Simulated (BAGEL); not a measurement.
# HF/3-21G (density fitting with qzvpp-jkfit) run of Si2H2OF2 (SMILES F[Si]1(F)O[SiH2]1)

Aim: the vertical ionisation energy of Si2H2OF2 at HF/3-21G (density fitting with qzvpp-jkfit), from 2 runs. 

The results are computed with BAGEL 1.2.2.

### 1 The molecule

Si2H2OF2: 7 atoms, total charge 0, spin state singlet. SMILES: `F[Si]1(F)O[SiH2]1`. Geometry: relaxed at PBE0-D4/def2-TZVP.

Bond lengths: F1–Si2 1.578 Å, Si2–F3 1.578 Å, Si2–O4 1.648 Å, Si2–Si5 2.174 Å, O4–Si5 1.718 Å, Si5–H6 1.482 Å, Si5–H7 1.482 Å. Some angles: F1–Si2–F3 105.1°, F1–Si2–O4 114.7°, F1–Si2–Si5 127.3°, F3–Si2–O4 114.7°, F3–Si2–Si5 127.3°, O4–Si2–Si5 51.2°, Si2–O4–Si5 80.4°, Si2–Si5–O4 48.4°, Si2–Si5–H6 124.7°, Si2–Si5–H7 124.7°.

### 2 A single-point energy at HF/3-21G (density fitting with qzvpp-jkfit)

hf.json reads:

```json
{ "bagel": [

{
  "title": "molecule",
  "basis": "3-21g",
  "df_basis": "qzvpp-jkfit",
  "angstrom": true,
  "geometry": [
    { "atom": "F", "xyz": [    0.424200,   -1.612100,    1.693800 ] },
    { "atom": "Si", "xyz": [    0.037900,   -1.026000,    0.280100 ] },
    { "atom": "F", "xyz": [   -0.194200,   -2.288000,   -0.639100 ] },
    { "atom": "O", "xyz": [    1.103500,    0.077900,   -0.322100 ] },
    { "atom": "Si", "xyz": [   -0.304800,    1.058600,   -0.232800 ] },
    { "atom": "H", "xyz": [   -0.202300,    2.188800,    0.720000 ] },
    { "atom": "H", "xyz": [   -0.802800,    1.532800,   -1.545500 ] }
  ]
},
{ "title": "hf", "charge": 0 },
{ "title": "print", "file": "orbitals.molden", "orbitals": true }

]}
```

On the command line:

```sh
$ BAGEL_NUM_THREADS=1 BAGEL hf.json > hf.out
```

Output:

```text
* using 1 threads per process

  ===============================================================
  ===============================================================

  *** Geometry ***

  { "atom" : "F", "xyz" : [      0.801622,     -3.046427,      3.200818 ] },
  { "atom" : "Si", "xyz" : [      0.071621,     -1.938859,      0.529312 ] },
  { "atom" : "F", "xyz" : [     -0.366985,     -4.323693,     -1.207724 ] },
  { "atom" : "O", "xyz" : [      2.085313,      0.147210,     -0.608681 ] },
  { "atom" : "Si", "xyz" : [     -0.575989,      2.000464,     -0.439928 ] },
  { "atom" : "H", "xyz" : [     -0.382292,      4.136233,      1.360603 ] },
  { "atom" : "H", "xyz" : [     -1.517072,      2.896572,     -2.920572 ] },

  Number of auxiliary basis functions:      523

  Since a DF basis is specified, we compute 2- and 3-index integrals:
    o Being stored without compression. Storage requirement is 0.014 GB

  Number of basis functions:       57
  Number of electrons      :       56

    * METHOD: MOLECULE                             0.18

  *** RHF ***

  === Nuclear Repulsion ===
   309.6765264410

      * DIIS with orbital gradients will be used.

  === RHF iteration (3-21g) ===
      0       -848.06565417          0.03038475           0.05
      1       -848.22971203          0.02078304           0.04
      2       -848.32734497          0.00183455           0.04
      3       -848.32850178          0.00099486           0.04
      4       -848.32881249          0.00013014           0.04
      5       -848.32883026          0.00003702           0.04
      6       -848.32883186          0.00000870           0.04
      7       -848.32883195          0.00000232           0.04
      8       -848.32883196          0.00000085           0.04
      9       -848.32883196          0.00000027           0.04
     10       -848.32883196          0.00000008           0.04
     11       -848.32883196          0.00000003           0.04
     12       -848.32883196          0.00000001           0.04
     13       -848.32883196          0.00000000           0.04
    * SCF iteration converged.

    * Permanent dipole moment:
           (    1.148074,    -0.906646,    -0.041745) a.u.

    * METHOD: HF                                   0.65

    * METHOD: PRINT                                0.00

  ===============================================================
```

Wall time 1 s (1 thread of Intel Xeon 6975P-C (Granite Rapids), shared host); peak memory 0.1 GiB.

### 3 The doublet cation, same level

Edit hf.json of step 2 so:

```diff
@@ -6,3 +6,3 @@
   "df_basis": "qzvpp-jkfit",
-  "angstrom": true,
+  "angstrom": "true",
   "geometry": [
@@ -17,4 +17,12 @@
 },
-{ "title": "hf", "charge": 0 },
-{ "title": "print", "file": "orbitals.molden", "orbitals": true }
+{
+  "title": "uhf",
+  "charge": 1,
+  "nopen": 1
+},
+{
+  "title": "print",
+  "file": "orbitals.molden",
+  "orbitals": "true"
+}
```

On the command line:

```sh
$ BAGEL_NUM_THREADS=1 BAGEL hf.json > hf.out
```

Output:

```text
* using 1 threads per process

  ===============================================================
  ===============================================================

  *** Geometry ***

  { "atom" : "F", "xyz" : [      0.801622,     -3.046427,      3.200818 ] },
  { "atom" : "Si", "xyz" : [      0.071621,     -1.938859,      0.529312 ] },
  { "atom" : "F", "xyz" : [     -0.366985,     -4.323693,     -1.207724 ] },
  { "atom" : "O", "xyz" : [      2.085313,      0.147210,     -0.608681 ] },
  { "atom" : "Si", "xyz" : [     -0.575989,      2.000464,     -0.439928 ] },
  { "atom" : "H", "xyz" : [     -0.382292,      4.136233,      1.360603 ] },
  { "atom" : "H", "xyz" : [     -1.517072,      2.896572,     -2.920572 ] },

  Number of auxiliary basis functions:      523

  Since a DF basis is specified, we compute 2- and 3-index integrals:
    o Being stored without compression. Storage requirement is 0.014 GB

  Number of basis functions:       57
  Number of electrons      :       56

    * METHOD: MOLECULE                             0.17

  *** Open-shell HF ***

  === Nuclear Repulsion ===
   309.6765264410

      * DIIS with orbital gradients will be used.

  === UHF iteration (3-21g) ===
      0       -847.67966268          0.05849366           0.08
      1       -847.86535666          0.04241219           0.08
      2       -847.92544760          0.02902441           0.08
      3       -847.97555849          0.00291805           0.08
      4       -847.97756576          0.00190859           0.08
      5       -847.98003972          0.00143085           0.08
      6       -847.98211105          0.00050201           0.08
      7       -847.98233617          0.00019056           0.08
      8       -847.98235533          0.00006343           0.08
      9       -847.98235712          0.00003719           0.08
     10       -847.98235781          0.00002356           0.08
     11       -847.98235817          0.00001529           0.07
     12       -847.98235837          0.00000886           0.07
     13       -847.98235843          0.00000422           0.07
     14       -847.98235845          0.00000197           0.07
     15       -847.98235845          0.00000059           0.07
     16       -847.98235845          0.00000034           0.07
     17       -847.98235845          0.00000015           0.08
     18       -847.98235845          0.00000005           0.08
     19       -847.98235845          0.00000003           0.08
     20       -847.98235845          0.00000002           0.08
     21       -847.98235845          0.00000001           0.07
     22       -847.98235845          0.00000001           0.07
    * SCF iteration converged.

    * S^2 (UHF) is 0.7678

    * Permanent dipole moment:
           (    1.243804,    -2.292177,     0.334243) a.u.

    * METHOD: UHF                                  1.88

    * METHOD: PRINT                                0.00

  ===============================================================
```

Wall time 2.2 s (1 thread of Intel Xeon 6975P-C (Granite Rapids), shared host); peak memory 0.1 GiB.

### 4 Summary of results

Level: HF/3-21G (density fitting with qzvpp-jkfit).

| quantity | value |
| --- | --- |
| singlet Si2H2OF2: total energy | -848.32883 Eh |
| singlet Si2H2OF2: dipole moment | 3.72 D |
| singlet Si2H2OF2: HOMO energy | -10.61 eV |
| singlet Si2H2OF2: LUMO energy | 1.64 eV |
| singlet Si2H2OF2: HOMO–LUMO gap | 12.25 eV |
| doublet cation: total energy | -847.98236 Eh |
| doublet cation: ⟨S²⟩ | 0.768 |
| vertical ionisation energy (to the doublet cation) | 9.428 eV |

**Reading.** The vertical ionisation energy comes to 9.43 eV (217 kcal/mol). −ε(HOMO) before ionisation, 10.61 eV, is 1.18 eV above this ionisation energy.
